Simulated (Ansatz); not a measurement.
# C2H7ClMg: the cost of one run

Program: Ansatz 0.2.0. Level of theory: RKS r2SCAN-D4/6-31G*. These are calculated values, not measurements.

### 1 The structure to begin with

Bond lengths: Mg1–Cl2 2.837 Å, Mg1–C3 2.091 Å, Mg1–C5 2.527 Å, C3–H6 1.086 Å, C3–H7 1.087 Å, C3–H8 1.085 Å, C5–H9 1.095 Å, C5–H10 1.083 Å, C5–H11 1.095 Å. Angles (14 of 15 angles, heavy atoms first): Cl2–Mg1–C3 150.4°, Cl2–Mg1–C5 71.5°, C3–Mg1–C5 137.0°, Mg1–C3–H6 112.3°, Mg1–C3–H7 109.7°, Mg1–C3–H8 109.1°, Mg1–C5–H9 78.6°, Mg1–C5–H10 165.8°, Mg1–C5–H11 79.4°, H6–C3–H7 108.4°, H6–C3–H8 108.7°, H7–C3–H8 108.6°, H9–C5–H10 108.2°, H9–C5–H11 111.4°.

Coordinates:

```xyz
11

Mg    0.5924   -0.2876   -0.1824
Cl    0.4932    0.2808   -2.9601
C     1.6828   -0.7418    1.5426
H    -0.7937    0.5076   -1.7772
C    -1.6964    0.6323   -0.7320
H     2.3013   -1.6265    1.4193
H     2.3275    0.0954    1.7987
H     0.9932   -0.9113    2.3633
H    -1.9541   -0.3296   -0.2758
H    -2.5813    1.0254   -1.2167
H    -1.3649    1.3553    0.0204
```

### 2 A restrained relaxation towards end A

Springs on the bonds that form and break draw the guess towards this end; the thresholds are loose.

File input.yaml:

```yaml
crystal:
  periodic: [false, false, false]
  atoms:
    - { symbol: Mg, position_ang: [0.5924, -0.2876, -0.1824] }
    - { symbol: Cl, position_ang: [0.4932, 0.2808, -2.9601] }
    - { symbol: C, position_ang: [1.6828, -0.7418, 1.5426] }
    - { symbol: H, position_ang: [-0.7937, 0.5076, -1.7772] }
    - { symbol: C, position_ang: [-1.6964, 0.6323, -0.732] }
    - { symbol: H, position_ang: [2.3013, -1.6265, 1.4193] }
    - { symbol: H, position_ang: [2.3275, 0.0954, 1.7987] }
    - { symbol: H, position_ang: [0.9932, -0.9113, 2.3633] }
    - { symbol: H, position_ang: [-1.9541, -0.3296, -0.2758] }
    - { symbol: H, position_ang: [-2.5813, 1.0254, -1.2167] }
    - { symbol: H, position_ang: [-1.3649, 1.3553, 0.0204] }
basis:
  gaussian: { orbitals: "6-31G*" }
hamiltonian:
  xc: r2scan
  dispersion: d4
relax:
  f_tol: 0.15
  max_steps: 25
  restrain:
    - { distance: [0, 4], at: 3.47, k: 30.0 }
    - { distance: [3, 1], at: 2.63, k: 30.0 }
    - { distance: [0, 1], at: 2.43, k: 30.0 }
    - { distance: [3, 4], at: 1.07, k: 30.0 }
```

Started as:

```console
> ansatz run input.yaml --threads 2 --pin off --max-ram 3072MiB --backend cpu --events-out ev --progress --plain --runs-dir out
```

Q: Estimate wall time and peak memory on 2 threads of Arm Neoverse V2, shared host.

About 31 s, with a peak of 0.15 GiB.
